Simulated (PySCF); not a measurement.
**C7H8O2: electronic excitations**

What electronic excitations should C7H8O2 (`CCC1C(=O)C=CC1=O`) show?

The runs use PySCF 2.14.0, with density-fitted response routines of our own; the level of theory stands in each step. All values are computed, except where a source is named. Atoms are numbered from 0 throughout.

## Step 1: The molecule as given

17 atoms, charge 0, multiplicity 1; geometry from: GFN2-xTB.

Bonds of the start (Å): C0–C1 1.52, C1–C2 1.54, C2–C3 1.52, C3–O4 1.20, C3–C5 1.48, C5–C6 1.33, C6–C7 1.48, C7–O8 1.20, C7–C2 1.52, C0–H9 1.09, C0–H10 1.09, C0–H11 1.09, C1–H12 1.09, C1–H13 1.09, C2–H14 1.09, C5–H15 1.08, C6–H16 1.08.

## Step 2: Ultraviolet spectrum: PBE0/def2-SVPD

What the job is given:

```
{"job": {"kind": "uv", "xc": "PBE0", "basis": "def2-SVPD", "nstates": 8, "ntriplets": 3}, "charge": 0, "multiplicity": 1}
C     -2.347318    -0.136578     0.104170
C     -1.070589     0.686466     0.198443
C      0.088924     0.040474    -0.584944
C      0.616508    -1.204177     0.107828
O      0.027785    -2.237882     0.289725
C      2.008188    -0.904993     0.526979
C      2.385442     0.304821     0.108155
C      1.288605     0.973708    -0.631803
O      1.333736     2.056091    -1.154799
H     -2.694468    -0.188189    -0.925208
H     -2.175048    -1.148218     0.461542
H     -3.128696     0.316043     0.709413
H     -0.773837     0.794591     1.245024
H     -1.236933     1.685828    -0.209578
H     -0.263624    -0.190710    -1.593873
H      2.594727    -1.616207     1.082920
H      3.339599     0.780961     0.256097
```

Method: TDDFT PBE0/def2-SVPD, vertical, gas phase, core orbitals frozen in the response.

The run is started by

```bash
$ OMP_NUM_THREADS=1 python probes_run.py task.json out
```

This one command runs all jobs of the session in turn.

Predict these results of the whole session: lowest singlet (PBE0/def2-SVPD); brightest single state of those computed; lowest triplet.

**Answer**, as computed:

| quantity | value |
| --- | --- |
| lowest singlet (PBE0/def2-SVPD) | 2.91 eV (426 nm), f = 0.000 |
| brightest single state of those computed | state 4, 5.77 eV, f = 0.217 |
| lowest triplet | 2.49 eV |

In words: The lowest singlet, at 2.91 eV, is HOMO→LUMO 0.97 and is dark; of the 8 states computed, the strongest absorption comes from state 4 at 5.77 eV. The lowest triplet lies 0.42 eV below the lowest singlet (triplets in Tamm-Dancoff, singlets in full TDDFT).
